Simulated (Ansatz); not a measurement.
# MoH+ (quintet): from Hartree-Fock to the top rungs, def2-TZVPP

The task here is to estimate one member of a computed series from the others.

The runs use Ansatz 0.2.0, Gaussian basis; def2-TZVPP, core rule «outside noble gas», up to 4 orbitals frozen.

Plan: UHF; CCSD(T) on ROHF; CCSD(T) on UHF; CCSDT(Q) on ROHF; CCSDT(Q) on UHF.

12 further runs of the same task are left out: 2 for a known fault of the program, 6 that didn't finish, 4 set aside as unsound or not needed. Runs told in other sessions of the task aren't counted.

**The system**

The geometry is a PBE0/def2-TZVP stationary point (not a proven minimum). No spin-orbit coupling is included. Elements past krypton take def2 core potentials.

2 atoms, charge 1, spin multiplicity 5.

Atoms are counted from 1 here; the program's logs count them from 0.

Bond lengths: Mo1–H2 1.666 Å.

The first run:

Input file in.yaml:

```yaml
crystal:
  periodic: [false, false, false]
  atoms:
    - {symbol: Mo, position_ang: [0.000000, 0.000000, 0.000000]}
    - {symbol: H, position_ang: [0.000000, 0.000000, 1.666200]}
basis:
  gaussian: {orbitals: def2-TZVPP}
total_charge: 1
magnetization: {spin_polarized: true, initial_magnetization: 4}
hamiltonian: {xc: hf}
output: {orbitals: {seedname: orbitals}}
```

On the command line:

```
> ansatz run in.yaml --threads 1 --pin off --events-out ev --progress --plain --max-ram 2393MiB
```

Steps of the session up to this table: UHF; CCSD(T) on ROHF; CCSD(T) on UHF; CCSDT(Q) on ROHF; CCSDT(Q) on UHF.

One of the session's tables, all rows but one given; the rest of the session is left out.

It belongs to the step «Misses and costs». 

| method | from RCCSDT(Q) (kcal/mol) |
| --- | --- |
| ROHF | +72.24 |
| UHF | +66.84 |
| RMP2 | +13.16 |
| UMP2 | +10.50 |
| RCCSD | +2.44 |
| UCCSD | +0.44 |
| RCCSD(T) | +0.40 |
| UCCSD(T) | ? |
| RCCSDT | +0.03 |
| UCCSDT | -1.94 |
| RCCSDT(Q) | 0 |
| UCCSDT(Q) | -1.97 |

**Question.** Estimate the row for UCCSD(T).

**Answer.** from RCCSDT(Q) (kcal/mol): -1.51. In the column «from RCCSDT(Q) (kcal/mol)» it lies between UCCSDT (-1.94) and RCCSDT(Q) (0).

To keep in mind: Restricted and unrestricted rows rest on different reference determinants; a gap between their highest levels can come from leftover correlation error, from unlike frozen cores or from another state.
